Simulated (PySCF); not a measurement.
# [Er(H2O)8]3+: other functionals and bases at one geometry

One table from this session's results is given with a row withheld; the runs are named, their logs left out.

Computed with PySCF 2.14.0. Level: several levels, as the steps say, no spin–orbit coupling.

1 further run of the same task is left out (for a known fault of the program).

## The starting structure

25 atoms, charge 3, spin multiplicity 1.

Bond lengths: Er1–O2 2.431 Å, Er1–O5 2.431 Å, Er1–O8 2.431 Å, Er1–O11 2.431 Å, Er1–O14 2.431 Å, Er1–O17 2.431 Å, Er1–O20 2.431 Å, Er1–O23 2.431 Å, O2–H3 0.975 Å, O2–H4 0.975 Å, O5–H6 0.975 Å, O5–H7 0.975 Å, O8–H9 0.975 Å, O8–H10 0.975 Å, O11–H12 0.975 Å, O11–H13 0.975 Å, O14–H15 0.975 Å, O14–H16 0.975 Å and more. Angles: O2–Er1–O5 74.8°, O2–Er1–O8 118.4°, O2–Er1–O11 74.8°, O2–Er1–O14 75.0°, O2–Er1–O17 141.6°, O2–Er1–O20 141.6°, O2–Er1–O23 75.0°, O5–Er1–O8 74.8°, O5–Er1–O11 118.4°, O5–Er1–O14 75.0°, O5–Er1–O17 75.0°, O5–Er1–O20 141.6°, O5–Er1–O23 141.6°, O8–Er1–O11 74.8°, O8–Er1–O14 141.6°, O8–Er1–O17 75.0°, O8–Er1–O20 75.0°, O8–Er1–O23 141.6° and more.

Coordinates:

```xyz
25

Er    0.0000    0.0000    0.0000
O     2.0874    0.0000    1.2454
H     2.2678    0.0000    2.2035
H     2.9701    0.0000    0.8324
O     0.0000    2.0874    1.2454
H     0.0000    2.2678    2.2035
H     0.0000    2.9701    0.8324
O    -2.0874    0.0000    1.2454
H    -2.2678    0.0000    2.2035
H    -2.9701    0.0000    0.8324
O     0.0000   -2.0874    1.2454
H     0.0000   -2.2678    2.2035
H     0.0000   -2.9701    0.8324
O     1.4760    1.4760   -1.2454
H     2.1002    2.1002   -0.8324
H     1.6036    1.6036   -2.2035
O    -1.4760    1.4760   -1.2454
H    -2.1002    2.1002   -0.8324
H    -1.6036    1.6036   -2.2035
O    -1.4760   -1.4760   -1.2454
H    -2.1002   -2.1002   -0.8324
H    -1.6036   -1.6036   -2.2035
O     1.4760   -1.4760   -1.2454
H     2.1002   -2.1002   -0.8324
H     1.6036   -1.6036   -2.2035
```

Formal oxidation states: Er +3. Each metal's 11 4f electrons lie in its core potential, so multiplicities, spins and levels count the valence alone. An earlier session relaxed this geometry at B3LYP, Er lcecp-1-SVP with ECP57, O def2-SVP, H def2-SVP (singlet, point group D4d). Its vibrations showed it to be a saddle point, relaxed within its symmetry.

At B3LYP on the finer grid: E = -648.514902 Eh, HOMO -20.36 eV, LUMO -12.51 eV, Mulliken charge on Er1 +0.87 e, largest force component 0.007 eV/Å. 

Levels to run: revPBE; wB97X; HF; TPSS. Hardware: 4 threads of Arm Neoverse V1, shared host.

The first run:

File run.py (the lines that set the calculation):

```python
mol = gto.M(atom='''
Er     0.00000     0.00000     0.00000
O      2.08737    -0.00002     1.24545
H      2.26780    -0.00002     2.20355
H      2.97013    -0.00003     0.83238
O      0.00002     2.08737     1.24545
H      0.00002     2.26780     2.20355
H      0.00003     2.97013     0.83238
O     -2.08737     0.00002     1.24545
H     -2.26780     0.00002     2.20355
H     -2.97013     0.00003     0.83238
O     -0.00002    -2.08737     1.24545
H     -0.00002    -2.26780     2.20355
H     -0.00003    -2.97013     0.83238
O      1.47601     1.47598    -1.24545
H      2.10022     2.10017    -0.83238
H      1.60360     1.60356    -2.20355
O     -1.47598     1.47601    -1.24545
H     -2.10017     2.10022    -0.83238
H     -1.60356     1.60360    -2.20355
O     -1.47601    -1.47598    -1.24545
H     -2.10022    -2.10017    -0.83238
H     -1.60360    -1.60356    -2.20355
O      1.47598    -1.47601    -1.24545
H      2.10017    -2.10022    -0.83238
H      1.60356    -1.60360    -2.20355''',
    basis={'Er': 'lcecp-1-SVP', 'O': 'def2-SVP', 'H': 'def2-SVP'},
    ecp={'Er': 'lcecp-1-SVP'},
    charge=3, spin=0)
mf = dft.RKS(mol, xc='PBE_R,PBE')
mf.grids.atom_grid = (75, 302)  # f atoms: unpruned, at least (60, 302)
mf = mf.density_fit()  # fitting sets: Er AutoAux, O def2-universal-JKFIT, H def2-universal-JKFIT
mf.conv_tol = 1e-08; mf.max_cycle = 55
mf.kernel(dm0)  # dm0: the density of the relaxed state
```

Command:

```bash
> OMP_NUM_THREADS=4 python run.py
```

Among the steps run: revPBE; wB97X; HF; TPSS.

One of the session's tables, all rows but one given; the rest of the session is left out.

| level | HOMO (eV) | gap (eV) | charge on Er1 (e) | largest force component (eV/Å) |
| --- | --- | --- | --- | --- |
| B3LYP (relaxed here) | -20.36 | 7.86 | 0.87 | 0.01 |
| revPBE | ? | ? | ? | ? |
| wB97X | -23.26 | 13.20 | 0.90 | 0.17 |
| HF | -25.59 | 16.83 | 1.65 | 1.31 |
| TPSS | -18.91 | 6.00 | 0.79 | 0.36 |

Q: Estimate the row for revPBE from the others.

The run gave: HOMO (eV): -18.74; gap (eV): 5.68; charge on Er1 (e): 0.75; largest force component (eV/Å): 0.31. In the column «HOMO (eV)» it is the highest.

In one basis the HOMO–LUMO gap runs from 5.68 eV (revPBE) to 16.83 eV (HF). The largest leftover force, 1.31 eV/Å with HF, stands at a geometry relaxed at another level. With 4f in the core, its levels are missing from HOMO and gap, and its count is fixed, so no charge can pass from the ligands into it. Total energies of different levels can't be compared.
